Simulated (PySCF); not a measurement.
# BH2Br (SMILES BBr): levels of theory compared

Wanted: a comparison of 6 runs (B3LYP/STO-3G, UPBE0/STO-3G, UMP2/STO-3G, CCSDT/STO-3G, CISD/STO-3G, FCI/STO-3G) of BH2Br. The job is set up through a Python script.

The calculation is run with PySCF 2.14.0.

3 further runs of the same task are left out: 3 set aside as unsound or not needed.

**1. The structure to begin with**

BH2Br has 4 atoms, charge 0, and is taken as a singlet. As SMILES, `BBr`. One bond was lengthened or shortened from a relaxed shape.

Bond lengths: B1–Br2 2.269 Å, B1–H3 1.188 Å, B1–H4 1.188 Å. Angles: Br2–B1–H3 117.8°, Br2–B1–H4 117.8°, H3–B1–H4 124.3°.

**2. A single-point energy at B3LYP/STO-3G (run 1)**

Contents of run.py:

```python
from pyscf import gto, dft

mol = gto.M(
    atom='''
B     -0.478688     0.102677    -0.274433
Br     1.470100    -0.363400     0.790800
H     -1.435988    -0.539623     0.014167
H     -0.474288     0.973077    -1.083433
''',
    spin=0,
    verbose=3,
    max_memory=1860,
    basis='sto-3g',
)

mf = dft.RKS(mol)
mf.xc = 'b3lyp'
mf.grids.level = 5
mf.conv_tol = 1e-10
mf.kernel()
if not mf.converged:
    mf = mf.newton().run(mf.mo_coeff, mf.mo_occ)

etot = mf.e_tot
print(f'total energy: {etot:.8f} hartree')
```

The run is started by

```
$ OMP_NUM_THREADS=1 python run.py
```

What it wrote:

```text
converged SCF energy = -2571.70036390079
total energy: -2571.70036390 hartree
```

It took 2.6 s on 1 thread of Arm Neoverse V2, shared host; peak memory 0.22 GiB.

**3. A single-point energy at UPBE0/STO-3G (run 2)**

Contents of run.py:

```python
from pyscf import gto, dft

mol = gto.M(
    atom='''
B       -0.478688       0.102677      -0.274433
Br       1.470100      -0.363400       0.790800
H       -1.435988      -0.539623       0.014167
H       -0.474288       0.973077      -1.083433
''',
    verbose=3,
    max_memory=1860,
    basis='sto-3g',
)

mf = dft.UKS(mol)
mf.xc = 'pbe0'
mf.conv_tol = 1e-10
mf.grids.level = 5
mf.kernel()
if not mf.converged:
    mf = mf.newton().run(mf.mo_coeff, mf.mo_occ)
for _ in range(3):
    mo, _, stable, _ = mf.stability(return_status=True)
    if stable:
        break
    mf.kernel(mf.make_rdm1(mo, mf.mo_occ))

e_final = mf.e_tot
print('E(%s) = %.9f' % ('PBE0', e_final))
```

The run is started by

```
$ OMP_NUM_THREADS=1 python run.py
```

What it wrote:

```text
converged SCF energy = -2571.44606997024  <S^2> = 3.5527137e-13  2S+1 = 1
<class 'pyscf.dft.uks.UKS'> wavefunction is stable in the internal stability analysis
E(PBE0) = -2571.446069970
```

Run time: 7.8 s. Hardware: 1 thread of Arm Neoverse V2, shared host; peak memory 0.34 GiB.

Runs 3 to 5 aren't shown in full; the table further down has their settings and results.

**4. A single-point energy at FCI/STO-3G (run 6)**

Contents of run.py:

```python
from pyscf import gto, mcscf
from pyscf import fci

mol = gto.M(
    atom='''
B       -0.478688       0.102677      -0.274433
Br       1.470100      -0.363400       0.790800
H       -1.435988      -0.539623       0.014167
H       -0.474288       0.973077      -1.083433
''',
    basis='sto-3g',
    verbose=4,
    max_memory=1860,
)

mf = mol.RHF()
mf.conv_tol = 1e-10
mf.kernel()
if not mf.converged:
    mf = mf.newton().run(mf.mo_coeff, mf.mo_occ)

cas = mcscf.CASCI(mf, mf.mo_coeff.shape[-1] - 10, (mol.nelec[0] - 10, mol.nelec[1] - 10))  # full CI above the frozen core
cas.fcisolver = fci.direct_spin0.FCI(mol)  # even spin states alone
cas.kernel()
print('<S^2> = %.4f' % cas.fcisolver.spin_square(cas.ci, cas.ncas, cas.nelecas)[0])
energy = cas.e_tot
print('Final energy', energy)
```

The run is started by

```
$ OMP_NUM_THREADS=1 python run.py
```

What it wrote:

```text
PySCF version 2.14.0

[... 56 lines left out ...]
converged SCF energy = -2570.16233741139
[... 1 line left out ...]
******** <class 'pyscf.mcscf.casci.CASCI'> ********
CAS (11e+11e, 15o), ncore = 10, nvir = 0
natorb = False
canonicalization = True
sorting_mo_energy = False
******** <class 'pyscf.fci.direct_spin0.FCISolver'> ********
max. cycles = 100
conv_tol = 1e-10
davidson only = False
linear dependence = 1e-14
level shift = 0.001
max iter space = 12
nroots = 1
pspace_size = 400
spin = None
Density matrix diagonal elements [1.99999584 1.99999888 1.99999912 1.99999994 1.99999993 1.9952519
 1.97755993 1.97694873 1.94407602 1.97650689 1.9988167  0.03023126
 0.0609628  0.02066569 0.01898635]
CASCI converged
CASCI E = -2570.23154013139  E(CI) = -174.651794675965  S^2 = 0.0000000
<S^2> = 0.0000
Final energy -2570.2315401313867
```

Run time: 40 s. Hardware: 1 thread of Arm Neoverse V2, shared host; peak memory 0.52 GiB.

**5. The series**

```
run         level  follow instability  integration grid   energy (Eh)  dipole moment (D) of the reference  HOMO energy (eV)  LUMO energy (eV)  wall time
  1  B3LYP/STO-3G                   –                 5  -2571.700364                                1.41             -4.74              0.05      2.6 s
  2  UPBE0/STO-3G                 yes                 5  -2571.446070                                1.58             -5.03              0.25      7.8 s
  3   UMP2/STO-3G                 yes                 –  -2570.210004                                2.37             -7.98              5.24     0.65 s
  4  CCSDT/STO-3G                   –                 –  -2570.231548                                2.37             -7.98              5.24      1.3 s
  5   CISD/STO-3G                   –                 –  -2570.227465                                2.37             -7.98              5.24     0.65 s
  6    FCI/STO-3G                   –                 –  -2570.231540                                2.37             -7.98              5.24       40 s
```

**6. Results**

| quantity | value |
| --- | --- |
| run 6: total energy | -2570.23154 Eh |
| run 6: dipole moment (Hartree–Fock density) | 2.37 D |
| run 6: HOMO energy (Hartree–Fock orbitals) | -7.98 eV |
| run 6: LUMO energy (Hartree–Fock orbitals) | 5.24 eV |
| run 6: HOMO–LUMO gap (Hartree–Fock orbitals) | 13.22 eV |
| run 6: correlation energy (10 core orbitals frozen) | -69.2 mEh |

In words: Against full CI in this basis: UMP2 +21.5 mEh; CCSDT -0.0 mEh; CISD +4.1 mEh. Totals of different functionals can't be ranked against each other. In runs 1, 2, 3, 4, 5, 6 the basis is minimal, so the values are rough. All runs together took 53 s, the longest 40 s.
